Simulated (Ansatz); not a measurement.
# GdZr: the cost of one run

Computed with Ansatz 0.2.0 (DFT LDA, with the methods named in each step, unless a step's input says otherwise).

## (1) Starting point

It takes space group P-6m2 (No. 187, hexagonal). Conventional cell: a = 3.394 Å, b = 3.394 Å, c = 5.446 Å, α = 90.00°, β = 90.00°, γ = 120.00°. Around Gd (site symmetry -6m2) lie 6 Zr at 3.35 Å and 6 Gd at 3.39 Å. Around Zr (site symmetry -6m2) lie 6 Gd at 3.35 Å and 6 Zr at 3.39 Å.

Coordinates:

```xyz
2
Lattice="3.3939 0.0000 0.0000 -1.6970 2.9392 0.0000 0.0000 0.0000 5.4462" Properties=species:S:1:pos:R:3 pbc="T T T"
Gd    1.6970    0.9797    2.7231
Zr    0.0000    1.9595    0.0000
```

Elk's input and logs are in atomic units (hartree, bohr).

Atoms are numbered in the order of the input: Gd1, Zr2.

## (2) Collinear moments without spin-orbit coupling, PAW

input.yaml

```yaml
crystal:
  lattice:
    - [3.3939075271, 0.0, 0.0]
    - [-1.6969537635, 2.9392101365, 0.0]
    - [0.0, 0.0, 5.446174]
  atoms:
    - { symbol: Gd, position: [0.6666666667, 0.3333333333, 0.5], spin: 7.0 }
    - { symbol: Zr, position: [0.3333333333, 0.6666666667, 0.0] }
magnetization:
  spin_polarized: true
kpoints:
  mp_grid: { grid: [10, 10, 6] }
scf:
  occupations: { method: fermi_dirac, width: 0.05 }
hamiltonian:
  xc: lda
  pseudopotentials: { kind: paw }
output:
  forces: true
  stress: true
  eigenvalues: true
  write_density: true
  write_potential: true
  elf: true
  volumetric_format: npy
```

Started as:

```console
$ ansatz run input.yaml --threads 2 --pin off --max-ram 4096MiB --backend cpu --events-out ev --progress --plain --runs-dir out
```

Q: Estimate wall time and peak memory on 2 threads of Arm Neoverse V1, shared host.

About 12 s, with a peak of 0.49 GiB.
